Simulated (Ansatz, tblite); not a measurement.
**F3H9MnN3−: one state, many levels**

The task here is to estimate one member of a computed series from the others.

The runs use Ansatz 0.2.0, Gaussian basis; as each input shows.

Levels to be run: GFN1-xTB, GFN2-xTB, PBE-D4/def2-TZVPD, r2SCAN-D4/def2-TZVPD, B97M-V/def2-TZVPD, BHLYP-D4/def2-TZVPD, r2SCAN0-D4/def2-TZVPD, HSE06-D4/def2-TZVPD, ωB97X-V/def2-TZVPD, PBE+10HF/def2-SVPD, PBE+15HF/def2-SVPD, PBE+40HF/def2-SVPD, PBE-D4/def2-SVPD, PBE0-D4/def2-SVPD, HF/6-31G, B3LYP-D4/6-31G, MP2/def2-SVPD, RPA/def2-SVPD.

4 further runs of the same task are left out: 2 that didn't finish, 2 set aside as unsound or not needed.

### The relaxed structure

The sextet was relaxed beforehand with B3LYP-D4/def2-SVPD.

16 atoms, charge -1, spin multiplicity 6.

Bond lengths: Mn1–F2 2.008 Å, Mn1–F3 2.016 Å, Mn1–F4 2.031 Å, Mn1–N9 2.332 Å, Mn1–N13 2.370 Å, N5–H6 1.029 Å, N5–H7 1.016 Å, N5–H8 1.029 Å, N9–H10 1.016 Å, N9–H11 1.015 Å, N9–H12 1.026 Å, N13–H14 1.015 Å, N13–H15 1.014 Å, N13–H16 1.024 Å. Angles: F2–Mn1–F3 114.3°, F2–Mn1–F4 123.6°, F2–Mn1–N9 89.9°, F2–Mn1–N13 97.7°, F3–Mn1–F4 122.0°, F3–Mn1–N9 87.5°, F3–Mn1–N13 94.1°, F4–Mn1–N9 95.6°, F4–Mn1–N13 75.9°, N9–Mn1–N13 170.7°, H6–N5–H7 108.0°, H6–N5–H8 103.8°, H7–N5–H8 108.0°, Mn1–N9–H10 111.0°, Mn1–N9–H11 115.0°, Mn1–N9–H12 101.7°, H10–N9–H11 109.5°, H10–N9–H12 109.4° and more.

No spin-orbit coupling is included. The ion is computed in the gas phase, without counter-ions or solvent.

PBE0-D4/def2-TZVPD was run before; its log isn't repeated, and its numbers join the tables.

Set-up of the first run:

Tight binding, by tblite at 300 K electronic temperature and without a spin-polarisation term:

```python
tblite.interface.Calculator('GFN1-xTB', numbers, positions, charge=-1, uhf=5).singlepoint()
```

Tight binding, by tblite at 300 K electronic temperature and without a spin-polarisation term:

```python
tblite.interface.Calculator('GFN2-xTB', numbers, positions, charge=-1, uhf=5).singlepoint()
```

start.molden holds the orbitals of an earlier run on this state, given as this run's starting guess.

The input, in.yaml:

```yaml
crystal:
  periodic: [false, false, false]
  atoms:
    - {symbol: Mn, position_ang: [0.630995, -0.367002, -0.004927]}
    - {symbol: F, position_ang: [-0.311234, -0.264134, 1.764916]}
    - {symbol: F, position_ang: [-0.594658, -0.275177, -1.602497]}
    - {symbol: F, position_ang: [2.631315, -0.660138, -0.197823]}
    - {symbol: N, position_ang: [-2.185621, 1.380149, 0.230783]}
    - {symbol: H, position_ang: [-1.930149, 0.835642, -0.603561]}
    - {symbol: H, position_ang: [-3.197366, 1.354339, 0.324627]}
    - {symbol: H, position_ang: [-1.780902, 0.841290, 1.008392]}
    - {symbol: N, position_ang: [0.735496, 1.961555, -0.081643]}
    - {symbol: H, position_ang: [1.051147, 2.282128, -0.992221]}
    - {symbol: H, position_ang: [1.302129, 2.390415, 0.643706]}
    - {symbol: H, position_ang: [-0.249297, 2.218102, 0.046383]}
    - {symbol: N, position_ang: [0.863196, -2.723338, -0.105197]}
    - {symbol: H, position_ang: [0.492320, -3.162510, -0.941308]}
    - {symbol: H, position_ang: [0.680771, -3.293229, 0.713892]}
    - {symbol: H, position_ang: [1.861860, -2.518112, -0.203514]}
basis:
  gaussian: {orbitals: def2-TZVPD, initial_orbitals: start.molden}
total_charge: -1
magnetization: {spin_polarized: true, initial_magnetization: 5}
hamiltonian: {xc: pbe, dispersion: d4}
scf: {omitted_lower_state_checks: [starts]}
output: {orbitals: {seedname: orbitals}}
```

On the command line:

```console
> ansatz run in.yaml --threads 4 --pin off --events-out ev --progress --plain --max-ram 8704MiB
```

Among the steps run: PBE-D4/def2-TZVPD; r2SCAN-D4/def2-TZVPD; B97M-V/def2-TZVPD; BHLYP-D4/def2-TZVPD; r2SCAN0-D4/def2-TZVPD; HSE06-D4/def2-TZVPD; ωB97X-V/def2-TZVPD; PBE+10HF/def2-SVPD; PBE+15HF/def2-SVPD; PBE+40HF/def2-SVPD; PBE-D4/def2-SVPD; PBE0-D4/def2-SVPD; HF/6-31G; B3LYP-D4/6-31G; MP2/def2-SVPD; RPA/def2-SVPD.

One table of the session follows, with a row left open; its other results are not shown here.

It belongs to the step «Levels side by side». 

| level | HOMO (eV) | LUMO (eV) | gap (eV) |
| --- | --- | --- | --- |
| HF/6-31G | -5.98 | 7.40 | 13.38 |
| PBE-D4/def2-SVPD | 0.70 | 2.89 | 2.20 |
| PBE-D4/def2-TZVPD | 0.71 | 2.62 | 1.90 |
| r2SCAN-D4/def2-TZVPD | 0.29 | 3.24 | 2.96 |
| B97M-V/def2-TZVPD | 0.04 | 2.72 | 2.68 |
| B3LYP-D4/6-31G | 0.46 | 4.52 | 4.06 |
| PBE0-D4/def2-SVPD | -1.55 | 3.59 | 5.15 |
| PBE0-D4/def2-TZVPD | -1.48 | 3.27 | 4.75 |
| r2SCAN0-D4/def2-TZVPD | -1.82 | 3.67 | 5.49 |
| HSE06-D4/def2-TZVPD | -1.08 | 2.95 | 4.03 |
| BHLYP-D4/def2-TZVPD | -3.50 | 3.67 | 7.17 |
| ωB97X-V/def2-TZVPD | -3.81 | 4.53 | 8.35 |
| PBE+10HF/def2-SVPD | ? | ? | ? |
| PBE+15HF/def2-SVPD | -0.67 | 3.32 | 3.99 |
| PBE+40HF/def2-SVPD | -2.83 | 3.99 | 6.83 |

Q: Estimate the row for PBE+10HF/def2-SVPD from the others.

**Answer.** HOMO (eV): -0.22; LUMO (eV): 3.18; gap (eV): 3.40. In the column «HOMO (eV)» it lies between PBE+15HF/def2-SVPD (-0.67) and B97M-V/def2-TZVPD (0.04).
